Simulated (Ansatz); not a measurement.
# LiMo16: the cost of one run

Method: DFT PBE, plane waves, PAW, scalar-relativistic, no spin polarisation, in Ansatz 0.2.0.

## 1. Starting point

The cell holds 17 atoms (LiMo16): a = 6.300 Å, b = 6.300 Å, c = 6.300 Å, α = 90.00°, β = 90.00°, γ = 90.00°.

Coordinates:

```
CELL_PARAMETERS angstrom
6.30000 0.00000 0.00000
0.00000 6.30000 0.00000
0.00000 0.00000 6.30000
ATOMIC_POSITIONS crystal
Mo 0.00000 0.00000 0.00000
Mo 0.50000 0.00000 0.00000
Mo 0.00000 0.50000 0.00000
Mo 0.00000 0.00000 0.50000
Mo 0.25000 0.25000 0.25000
Mo 0.50000 0.50000 0.00000
Mo 0.50000 0.00000 0.50000
Mo 0.75000 0.25000 0.25000
Mo 0.00000 0.50000 0.50000
Mo 0.25000 0.75000 0.25000
Mo 0.25000 0.25000 0.75000
Mo 0.50000 0.50000 0.50000
Mo 0.75000 0.75000 0.25000
Mo 0.75000 0.25000 0.75000
Mo 0.25000 0.75000 0.75000
Mo 0.75000 0.75000 0.75000
Li 0.24693 0.87308 0.00410
```

## 2. Relaxing end A

Input file input.yaml:

```yaml
crystal:
  lattice:
    - [6.3, 0.0, 0.0]
    - [0.0, 6.3, 0.0]
    - [0.0, 0.0, 6.3]
  atoms:
    - { symbol: Mo, position: [0.0, 0.0, 0.0] }
    - { symbol: Mo, position: [0.5, 0.0, 0.0] }
    - { symbol: Mo, position: [0.0, 0.5, 0.0] }
    - { symbol: Mo, position: [0.0, 0.0, 0.5] }
    - { symbol: Mo, position: [0.25, 0.25, 0.25] }
    - { symbol: Mo, position: [0.5, 0.5, 0.0] }
    - { symbol: Mo, position: [0.5, 0.0, 0.5] }
    - { symbol: Mo, position: [0.75, 0.25, 0.25] }
    - { symbol: Mo, position: [0.0, 0.5, 0.5] }
    - { symbol: Mo, position: [0.25, 0.75, 0.25] }
    - { symbol: Mo, position: [0.25, 0.25, 0.75] }
    - { symbol: Mo, position: [0.5, 0.5, 0.5] }
    - { symbol: Mo, position: [0.75, 0.75, 0.25] }
    - { symbol: Mo, position: [0.75, 0.25, 0.75] }
    - { symbol: Mo, position: [0.25, 0.75, 0.75] }
    - { symbol: Mo, position: [0.75, 0.75, 0.75] }
    - { symbol: Li, position: [0.246932, 0.8730804, 0.0040957] }
basis:
  ecutwfc: 420.0
kpoints:
  mp_grid: { grid: [3, 3, 3] }
hamiltonian:
  xc: pbe
scf:
  occupations: { method: gaussian, width: 0.05 }
  lower_state_search: "off"
relax:
  f_tol: 0.03
  max_steps: 60
  adjacent_minimum: "off"
output:
  write_density: true
  write_potential: true
  elf: true
  volumetric_format: npy
```

The run is started by

```bash
$ ansatz run input.yaml --threads 4 --pin off --max-ram 10240MiB --backend cpu --events-out ev --progress --plain --runs-dir out
```

**Question.** How long does this run take on 4 threads of Arm Neoverse V1, shared host, and how much memory does it need?

About 2.5 min, with a peak of 1.3 GiB.
